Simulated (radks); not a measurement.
# Cr with its nuclear charge varied continuously

The task here is to estimate one member of a computed series from the others.

Program: radks (a radial shooting solver on a logarithmic mesh, Libxc functionals) version 1. Level of theory: non-relativistic Kohn-Sham, PBEsol, spin-polarised, spherical densities, point nucleus; open shells are filled with parallel spins first. These are calculated values, not measurements, unless marked.

### The atom as given

| Property | Result |
| --- | --- |
| element | chromium (Z = 24) |
| charge | 0 |
| electrons | 24 |
| configuration | [Ar] 3d5 4s1 |

The outer shells:

Cr
```
[Ar] core
3d [↑ ][↑ ][↑ ][↑ ][↑ ]
4s [↑ ]
```

Set-up of the first run:

The run's settings:

```text
Z 24
configuration [Ar] 3d5 4s1
relativity non-relativistic
functional pbe_sol,pbe_sol
spin polarised
nucleus point
```

Among the steps run: Z = 24.

One of the session's tables, all rows but one given; the rest of the session is left out.

It belongs to the step «Z = 24». Sizes of the orbitals, from the radial functions (bohr):

| level | <r> | outermost maximum (interpolated) | 90 % within | nodes |
| --- | --- | --- | --- | --- |
| 2p up | ? | ? | ? | ? |
| 2p down | 0.2608 | 0.199 | 0.428 | 0 |
| 3s up | 0.9113 | 0.784 | 1.37 | 2 |
| 3s down | 0.9125 | 0.785 | 1.37 | 2 |
| 3p up | 0.9705 | 0.801 | 1.50 | 1 |
| 3p down | 0.9730 | 0.802 | 1.51 | 1 |
| 4s up | 3.337 | 2.72 | 5.09 | 3 |
| 3d up | 1.463 | 0.835 | 2.68 | 0 |

**Question.** Estimate the row for 2p up.

**Answer.** <r>: 0.2614; outermost maximum (interpolated): 0.199; 90 % within: 0.429; nodes: 0. In the column «<r>» it lies between 2p down (0.2608) and 3s up (0.9113).
